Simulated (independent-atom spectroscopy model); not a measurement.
# Angle-resolved XPS of Al2O3 on MgO

Aim: the ratio of the Al 1s peak of the film to the Mg 1s peak of the substrate as the sample is tilted.

The numbers are computed with independent-atom spectroscopy model (version 2): angle-resolved photoelectron peak ratio of a uniform film on a substrate: exponential attenuation with lengths from TPP-2M (nominal gaps) and the elastic albedo, Dirac-Hartree-Slater cross sections, magic-angle geometry.

### Step 1. The sample

17 nm of Al2O3 (3.66 g/cm³) on MgO (3.58 g/cm³).

### Step 2. Calculation

Input values:

```json
{
  "film": "Al2O3",
  "film_density": 3.66,
  "base": "MgO",
  "base_density": 3.58,
  "photon_energy": 5414.7,
  "film_peak": "Al 1s",
  "base_peak": "Mg 1s",
  "thickness": 17.0,
  "emission_angle": [0, 10, 20, 30, 40, 45, 50, 55]
}
```

Units: film_density in g/cm³, base_density in g/cm³, photon_energy in eV, thickness in nm, emission_angle in degrees.

Before running it: what results should come out? Wanted: ratio at normal emission; ratio at 55°.

As calculated:

```
                                            quantity    value
                            ratio at normal emission     9.39
                                        ratio at 55°     54.3
attenuation length of the substrate peak in the film  7.55 nm
                          thickness over that length     2.25
```

In words: At 0° the substrate keeps 11 % of its signal through 2.3 attenuation lengths of film. At 55° the ratio is 5.8 times as large, since the way out grows as 1/cos θ. Islands, roughness and grazing exit, where elastic scattering matters more, are outside the model.
